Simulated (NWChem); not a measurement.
**KF (SMILES [F][K]): B3LYP/6-311+G(d,p)**

What is the electronic atomisation energy of KF at B3LYP/6-311+G**? 

Program for the calculation: NWChem 7.3.0.

## Step 1: The system as given

KF has 2 atoms, charge 0, and is taken as a singlet. As SMILES, `[F][K]`. The shape is that of a PBE0-D4/def2-TZVP optimisation.

Bond lengths: F1–K2 2.188 Å.

## Step 2: The energy at B3LYP/6-311+G(d,p)

mol.nw

```
start mol
title "FK energy"
memory total 2200 mb

geometry noautosym nocenter noautoz
 F     0.946100   -0.362400    0.470400
 K    -0.916600    0.302200   -0.466300
end

basis spherical bse
 * library 6-311+G**
end

dft
 xc b3lyp
 grid coarse
 convergence energy 1e-08
 iterations 100
 mulliken
 print low
end

task dft energy
```

Started as:

```console
$ nwchem mol.nw > mol.out
```

Standard output, cut to the lines that bear on the results:

```text
[...]
 d= 0,ls=0.0,diis     1   -699.7483725597 -7.41D+02  3.79D-02  2.09D+00     0.3
[...]
 d= 0,ls=0.0,diis     8   -699.8708350090  6.93D-09  2.51D-06  1.93D-07     1.5
         Total DFT energy =     -699.870835008987
      One electron energy =    -1048.897564334694
           Coulomb energy =      351.725854978677
    Exchange-Corr. energy =      -44.050136574898
 Nuclear repulsion energy =       41.351010921927
[...]
      Total Density - Mulliken Population Analysis
     ---------------------------------------------
    Atom       Charge   Shell Charges
 -----------   ------   -------------------------------------------------------
    1 F    9     9.81   1.08  0.92  1.18  1.07  2.30  0.91  1.93  0.00  0.42  0.00
    2 K   19    18.19   0.71  1.26  0.98  1.00  0.94  1.10  0.06 -0.02  0.30  5.54  1.28  3.03  1.80  0.08 -0.00  0.00  0.00  0.02  0.11
[...]
```

Wall time 2.1 s (1 thread of Intel Xeon 6975P-C (Granite Rapids), shared host); peak memory 0.1 GiB.

## Step 3: The F atom at the same level

a.nw

```
echo
start a
memory 2200 mb

geometry units atomic noautosym nocenter noautoz
  F      0.00000000     0.00000000     0.00000000
end

basis spherical bse
  * library 6-311+G**
end

dft
  xc b3lyp
  mult 2
  grid coarse
  convergence energy 1e-08
  maxiter 100
  mulliken
  noprint "final vectors analysis"
end

task dft energy
```

Run the same way, it converges to -99.76058 Eh (log not shown).

## Step 4: The K atom at the same level

job.nw

```
echo
start job
memory 2200 mb

geometry units angstroms noautosym nocenter noautoz
K        0.000000       0.000000       0.000000
end

basis spherical bse
K library 6-311+G**
end

dft
xc b3lyp
mult 2
grid coarse
convergence energy 1e-08
iterations 100
mulliken
noprint "final vectors analysis"
end

task dft
```

Started as:

```console
$ nwchem job.nw > job.out
```

Standard output, cut to the lines that bear on the results:

```text
[...]
          Wavefunction type:  spin polarized.
          No. of atoms     :     1
          No. of electrons :    19
[...]
          Charge           :     0
          Spin multiplicity:     2
[...]
          AO basis - number of functions:    43
[...]
              XC Information
              --------------
                         B3LYP Method XC Potential
                     Hartree-Fock (Exact) Exchange  0.200
                        Slater Exchange Functional  0.800 local
                    Becke 1988 Exchange Functional  0.720 non-local
              Lee-Yang-Parr Correlation Functional  0.810
                  VWN I RPA Correlation Functional  0.190 local
[...]
 d= 0,ls=0.0,diis     1   -599.9143748566 -6.00D+02  1.57D-02  2.86D-01     0.2
[...]
 d= 0,ls=0.0,diis     7   -599.9261961850 -2.59D-10  1.58D-07  7.40D-13     0.8
[...]
         Total DFT energy =     -599.926196185014
      One electron energy =     -824.103509752753
           Coulomb energy =      257.616953126958
    Exchange-Corr. energy =      -33.439639559219
 Nuclear repulsion energy =        0.000000000000
[...]
      Total Density - Mulliken Population Analysis
     ---------------------------------------------
    Atom       Charge   Shell Charges
 -----------   ------   -------------------------------------------------------
    1 K   19    19.00   0.71  1.26  0.98  1.00  0.95  1.08  0.83  0.17  0.30  5.54  1.28  3.03  1.80  0.06 -0.01  0.02  0.00  0.00  0.00
     --------------------------------------------
      Spin Density - Mulliken Population Analysis
     --------------------------------------------
    Atom       Charge   Shell Charges
 -----------   ------   -------------------------------------------------------
    1 K   19     1.00   0.00 -0.00  0.00 -0.00  0.02 -0.02  0.80  0.18 -0.00 -0.00  0.00 -0.01  0.00  0.00 -0.00  0.02  0.00  0.00  0.00
[...]
      <S2> =      0.7500 (Exact =     0.7500)
[...]
```

Run time: 1.3 s. Hardware: 1 thread of Intel Xeon 6975P-C (Granite Rapids), shared host; peak memory 0.1 GiB.

## Step 5: Results

Level: B3LYP/6-311+G**.

| quantity | value |
| --- | --- |
| molecule: total energy | -699.87084 Eh |
| F atom: total energy | -99.76058 Eh |
| F atom: ⟨S²⟩ | 0.751 |
| K atom: total energy | -599.92620 Eh |
| K atom: ⟨S²⟩ | 0.750 |
| electronic atomisation energy | 5.008 eV |

What this shows: Taking the molecule apart into free atoms costs 5.01 eV (115 kcal/mol), before zero-point energy and without spin-orbit coupling.
